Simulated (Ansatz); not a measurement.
**Ag+ with TeH2: structure and interaction energy**

One table from this session's results is given with a row withheld; the runs are named, their logs left out.

The runs use Ansatz 0.2.0, Gaussian basis; PBE0-D4 structure, single points in def2-TZVPPD.

Levels: PBE-D4, revPBE-D4, BLYP-D4, r2SCAN-D4, B97M-V, PBE0-D4, B3LYP-D4, HSE06-D4, wB97X-V, wB97M-V, B2PLYP, Hartree-Fock, MP2, CCSD, CCSD(T). The reference is CCSD(T) extrapolated to the basis limit. For elements past Ar these valence bases correlate outer-core shells poorly, so that limit is rough.

Correlated methods freeze the cores. Filled d shells of the heavier atoms are correlated. Core potentials replace the inner electrons past krypton, and spin-orbit coupling is left out. B3LYP uses VWN-RPA correlation. B2PLYP carries no dispersion term here.

163 further runs of the same task are left out: 163 set aside as unsound or not needed.

### Where the work starts

The pair, from a GFN2-xTB docking trial: 4 atoms, charge 1, spin multiplicity 1.

Atoms are counted from 1 here; the program's logs count them from 0.

Bond lengths: Ag1–Te2 2.738 Å, Te2–H3 1.627 Å, Te2–H4 1.625 Å. Angles: Ag1–Te2–H3 96.6°, Ag1–Te2–H4 97.9°, H3–Te2–H4 89.6°.

Geometry (Å):

```xyz
4

Ag    0.02880   -0.20720   -2.21940
Te    0.28910   -0.58980    0.47880
H     0.87610    0.88860    0.82150
H    -1.19400   -0.09150    0.91920
```

Atoms 1 to 1 are fragment A (Ag+), the rest fragment B (TeH2).

The first run:

Input file pre/in.yaml:

```yaml
crystal:
  periodic: [false, false, false]
  atoms:
    - {symbol: Ag, position_ang: [0.028800, -0.207200, -2.219400]}
    - {symbol: Te, position_ang: [0.289100, -0.589800, 0.478800]}
    - {symbol: H, position_ang: [0.876100, 0.888600, 0.821500]}
    - {symbol: H, position_ang: [-1.194000, -0.091500, 0.919200]}
basis:
  gaussian: {orbitals: def2-SVP}
total_charge: 1
hamiltonian: {xc: pbe, dispersion: d4}
relax: {f_tol: 0.03, max_steps: 250}
```

The run is started by

```sh
$ ansatz run in.yaml --threads 2 --pin off --events-out ev --progress --plain --max-ram 5222MiB
```

Among the steps run: A first relaxation in a small basis; Relaxation at PBE0-D4; wB97X-V/def2-TZVPPD; wB97M-V/def2-TZVPPD; B2PLYP/def2-TZVPPD; B97M-V/def2-TZVPPD; CCSD(T)/def2-TZVPPD; MP2/def2-QZVPPD; SPW92/def2-SVP; wB97M-V/def2-SVP; CCSD(T)/def2-SVP; Vibrations of the pair.

One of the session's tables, all rows but one given; the rest of the session is left out.

| method | interaction (meV) |
| --- | --- |
| PBE-D4 | -2373 |
| revPBE-D4 | -2191 |
| BLYP-D4 | -2318 |
| r2SCAN-D4 | -2246 |
| B97M-V | -2125 |
| PBE0-D4 | -2068 |
| B3LYP-D4 | -2101 |
| HSE06-D4 | -2071 |
| wB97X-V | ? |
| wB97M-V | -1847 |
| B2PLYP | -1909 |
| Hartree-Fock | -1046 |
| MP2 | -1830 |
| CCSD | -1603 |
| CCSD(T) | -1699 |
| CCSD(T)/CBS | -1953 |

**Question.** Estimate the row for wB97X-V.

The run gave: interaction (meV): -1855. In the column «interaction (meV)» it lies between B2PLYP (-1909) and wB97M-V (-1847).
